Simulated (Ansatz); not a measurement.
VWC2:

```xyz
4
Lattice="1.5170 0.8759 4.9339 -1.5170 0.8759 4.9339 0.0000 -1.7517 4.9339" Properties=species:S:1:pos:R:3 pbc="T T T"
W     0.0000    0.0000    0.0000
V     0.0000    0.0000    7.4008
C     0.0000    0.0000    3.6485
C     0.0000    0.0000   11.1532
```

The cell comes from a database or a generator and needn't be the stable form of this composition.

Base run:

- Program: Ansatz 0.2.0
- Functional: PBE
- Potentials or basis: Ansatz PAW
- Cutoff: 420 eV (not typed: the program's choice for these potentials)
- k mesh: 10 × 10 × 10
- Occupations: fermi-dirac, width 0.05 eV
- Spin: collinear spin, ferromagnetic start
- Starting moments: [0.0, 2.0, 0.0, 0.0] μB
- Hubbard terms: V d U = 6 eV, W d U = 6 eV

Its results: band gap on the k mesh none (metal or under the smearing width); pressure 22.8 GPa; net moment 0.94 μB per cell; largest force 1.823 eV/Å.

Task: The run is repeated on the same cell with these changes: hubbard terms from V d U = 6 eV, W d U = 6 eV to none; hubbard projectors from ortho-atomic (the default) to none. What comes out?

Result: Band gap on the k mesh none (metal or under the smearing width); pressure -2.0 GPa; net moment 0.00 μB per cell; largest force 0.094 eV/Å.

Caveats: the density of states is complete only up to the lowest level of the last band computed; the magnetic or orbital state may not be the lowest (some runs); the U is typed as a test and isn't derived for this compound (some runs); forces of over 1 eV/Å show positions far from the minimum, so gaps and moduli don't describe the material at rest (some runs); the starting moments weren't kept (some runs).
